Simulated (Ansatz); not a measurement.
# CHClNSi radical: up Jacob's ladder to CCSD(T)

How much do the methods differ for CHClNSi radical? The plan is to run it at one geometry with functionals of several rungs and with coupled cluster. The yardstick is the atomisation energy at the CCSD(T) limit.

The runs use Ansatz 0.2.0, Gaussian basis; functionals in def2-TZVPP, the program's frozen cores in correlated methods.

The runs, in order: LDA (SPW92), PBE-D4, revPBE-D4, BLYP-D4, r2SCAN-D4, B97M-V, PBE0-D4, B3LYP-D4, r2SCANh-D4, r2SCAN0-D4, HSE06-D4, BHLYP-D4, CAM-B3LYP-D4, LC-ωPBE, ωB97X-V, ωB97M-V, B2PLYP, PBE-QIDH; CCSD(T)/def2-SVP; CCSD(T)/def2-TZVPP; MP2/def2-QZVPP; extrapolation to the limit; RPA on PBE.

### 1 The relaxed structure

All runs share one geometry, relaxed beforehand with PBE0-D4 in a triple-zeta def2 set.

5 atoms, charge 0, spin multiplicity 2.

Atoms are counted from 1 here; the program's logs count them from 0.

Bond lengths: N1–C2 1.154 Å, C2–Si3 1.834 Å, Si3–Cl4 2.035 Å, Si3–H5 1.481 Å. Angles: N1–C2–Si3 174.6°, C2–Si3–Cl4 109.0°, C2–Si3–H5 108.9°, Cl4–Si3–H5 110.9°.

Geometry (Å):

```xyz
5
charge 0, multiplicity 2
N    -1.3702    0.1305   -1.8275
C    -0.7561    0.0075   -0.8580
Si    0.1054   -0.3101    0.7300
Cl    2.0401   -0.8107    0.3470
H     0.0307    0.9090    1.5671
```

### 2 LDA

This LDA is Slater exchange with PW92 correlation.

File in.yaml:

```yaml
crystal:
  periodic: [false, false, false]
  atoms:
    - {symbol: N, position_ang: [-1.370151, 0.130516, -1.827546]}
    - {symbol: C, position_ang: [-0.756118, 0.007483, -0.857998]}
    - {symbol: Si, position_ang: [0.105410, -0.310086, 0.729983]}
    - {symbol: Cl, position_ang: [2.040072, -0.810663, 0.346978]}
    - {symbol: H, position_ang: [0.030687, 0.909049, 1.567083]}
basis:
  gaussian: {orbitals: def2-TZVPP}
magnetization: {spin_polarized: true, initial_magnetization: 1}
hamiltonian: {xc: lda}
output: {orbitals: {seedname: orbitals}}
```

The runs that follow: PBE-D4 (GGA); revPBE-D4 (GGA); BLYP-D4 (GGA); r2SCAN-D4 (meta-GGA); B97M-V (meta-GGA); PBE0-D4 (hybrid); B3LYP-D4 (hybrid); r2SCANh-D4 (hybrid); r2SCAN0-D4 (hybrid); HSE06-D4 (hybrid); BHLYP-D4 (hybrid); CAM-B3LYP-D4 (range-separated); LC-ωPBE-D4 (range-separated); ωB97X-V (range-separated); ωB97M-V (range-separated); B2PLYP (double hybrid); PBE-QIDH (double hybrid); CCSD(T) in def2-SVP; CCSD(T) in def2-TZVPP; MP2 in def2-QZVPP; RPA on PBE orbitals.

Q: Predict the results of all the runs planned. Wanted: atomisation energy, CCSD(T)/CBS; farthest beyond LDA; mean size of error, GGA; mean size of error, meta-GGA; mean size of error, hybrid; mean size of error, range-separated; mean size of error, double hybrid; gap, smallest and largest; T1 diagnostic.

As calculated:

```
                               quantity                                                value
        atomisation energy, CCSD(T)/CBS                                            19.402 eV
    functionals within 0.097 eV (0.5 %)  r2SCANh-D4, CAM-B3LYP-D4, LC-ωPBE, B2PLYP, PBE-QIDH
                    farthest beyond LDA                                   PBE-D4 (+0.960 eV)
                mean size of error, GGA                                             0.578 eV
           mean size of error, meta-GGA                                             0.230 eV
             mean size of error, hybrid                                             0.312 eV
    mean size of error, range-separated                                             0.109 eV
      mean size of error, double hybrid                                             0.052 eV
              gap, smallest and largest             1.12 eV (LDA (SPW92)), 8.58 eV (LC-ωPBE)
                          T1 diagnostic                                               0.0221
triples share of the correlation energy                                                4.8 %
```

In words: LDA overbinds by 3.268 eV (17 %). PBE-D4 is off by +0.960 eV. Double hybrids carry the basis error of their MP2 part in triple zeta, and no dispersion term here, so their miss is partly the set-up's. Taken by rung, double hybrid functionals do best (0.052 eV on average) and GGA ones worst beyond LDA (0.578 eV). The reference freezes the cores and leaves out relativity and excitations past (T), so misses under about 0.097 eV can't be ranked. Hartree-Fock recovers 67 % of the binding; the rest is correlation. CCSD(T) in def2-SVP is off by -1.494 eV, which most functionals beat. The gap grows from 1.1 to 8.6 eV across the functionals, mostly with the share of exact exchange.
